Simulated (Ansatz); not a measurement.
# W16CO: the cost of one run

Method: DFT PBE, scalar-relativistic, plane waves, PAW, in Ansatz 0.2.0.

The COD cell was measured well above room temperature, so it is larger than a cold one.

13 further runs of the same task are left out: 13 set aside as unsound or not needed. Runs told in other sessions of the task aren't counted.

### Step 1. Starting point

The structure is tetragonal, space group P4mm (No. 99). The conventional cell has a = 6.367 Å, b = 6.367 Å, c = 22.643 Å, α = 90.00°, β = 90.00°, γ = 90.00°. W (site symmetry m) has 4 W at 2.76 Å in its first shell of neighbours. W (site symmetry 4mm) is surrounded by 13 W at 2.76 to 3.18 Å. Around W (site symmetry 2mm) lie 13 W at 2.76 to 3.18 Å. W (site symmetry m) is surrounded by 8 W at 2.65 to 2.80 Å. Around W (site symmetry 4mm) lie 1 C at 2.08 Å. Around W (site symmetry 2mm) lie 4 W at 2.65 Å. W (site symmetry 4mm) is surrounded by 4 W at 2.65 Å. Only part of the 10 independent sites is listed.

Coordinates:

```cif
data_structure
_symmetry_space_group_name_H-M 'P4mm'
_symmetry_Int_Tables_number 99
_cell_length_a 6.3674
_cell_length_b 6.3674
_cell_length_c 22.6426
_cell_angle_alpha 90.000
_cell_angle_beta 90.000
_cell_angle_gamma 90.000
_cell_volume 918.02
loop_
_atom_site_label
_atom_site_type_symbol
_atom_site_symmetry_multiplicity
_atom_site_Wyckoff_symbol
_atom_site_fract_x
_atom_site_fract_y
_atom_site_fract_z
_atom_site_occupancy
W1 W 4 d 0.25000 0.25000 0.17666 1
W2 W 1 a 0.00000 0.00000 0.24696 1
W3 W 2 c 0.00000 0.50000 0.24696 1
W4 W 1 b 0.50000 0.50000 0.24696 1
W5 W 4 d 0.25000 0.25000 0.32020 1
W6 W 1 a 0.00000 0.00000 0.38170 1
W7 W 2 c 0.00000 0.50000 0.38170 1
W8 W 1 b 0.50000 0.50000 0.38170 1
C1 C 1 a 0.00000 0.00000 0.47356 1
O1 O 1 a 0.00000 0.00000 0.52479 1
```

This is the geometry of the first run shown, built on a cell relaxed beforehand with the same method.

### Step 2. The scan

Atoms count from 1 in the order of the input.

CO stands on one site of a rigid substrate while its tilt and height are varied at a fixed bond length.

The axes are (1) tilt of the C17-O18 axis from the surface normal: 7 values from 0 to 90 °; (2) height of C17 above the plane of W13: 6 values from 2.08 to 3.63 Å.

Nothing else is relaxed. Points are written as (first, second).

### Step 3. The run at (0°, 2.08 Å)

The cell repeats along c, and a dipole correction in the vacuum removes the field between the copies.

File input.yaml:

```yaml
crystal:
  lattice:
    - [6.3673983408, 0.0, 0.0]
    - [0.0, 6.3673983408, 0.0]
    - [0.0, 0.0, 22.6425775155]
  atoms:
    - { symbol: W, position: [0.25, 0.25, 0.1766583331] }
    - { symbol: W, position: [0.25, 0.75, 0.1766583331] }
    - { symbol: W, position: [0.75, 0.25, 0.1766583331] }
    - { symbol: W, position: [0.75, 0.75, 0.1766583331] }
    - { symbol: W, position: [0.0, 0.0, 0.2469617067] }
    - { symbol: W, position: [0.0, 0.5, 0.2469617067] }
    - { symbol: W, position: [0.5, 0.0, 0.2469617067] }
    - { symbol: W, position: [0.5, 0.5, 0.2469617067] }
    - { symbol: W, position: [0.25, 0.25, 0.3202031065] }
    - { symbol: W, position: [0.25, 0.75, 0.3202031065] }
    - { symbol: W, position: [0.75, 0.25, 0.3202031065] }
    - { symbol: W, position: [0.75, 0.75, 0.3202031065] }
    - { symbol: W, position: [0.0, 0.0, 0.3816958343] }
    - { symbol: W, position: [0.0, 0.5, 0.3816958343] }
    - { symbol: W, position: [0.5, 0.0, 0.3816958343] }
    - { symbol: W, position: [0.5, 0.5, 0.3816958343] }
    - { symbol: C, position: [0.0, 0.0, 0.4735581675] }
    - { symbol: O, position: [0.0, 0.0, 0.5247890841] }
basis:
  ecutwfc: 420
kpoints:
  mp_grid: { grid: [4, 4, 1] }
hamiltonian:
  xc: pbe
  pseudopotentials: { kind: paw, azcp: { folder: soft_1 } }
scf:
  occupations: { method: gaussian, width: 0.1 }
output:
  forces: true
  eigenvalues: true
efield:
  axis: 3
  dipole_correction: true
  ramp_width: 0.04
```

Command:

```
> ansatz run input.yaml --threads 8 --pin off --max-ram 22528MiB --backend cpu --events-out ev --progress --plain --runs-dir out
```

**Question.** How long does this run take on 8 threads of Arm Neoverse N1, shared host, and how much memory does it need?

About 23 s, with a peak of 3 GiB.
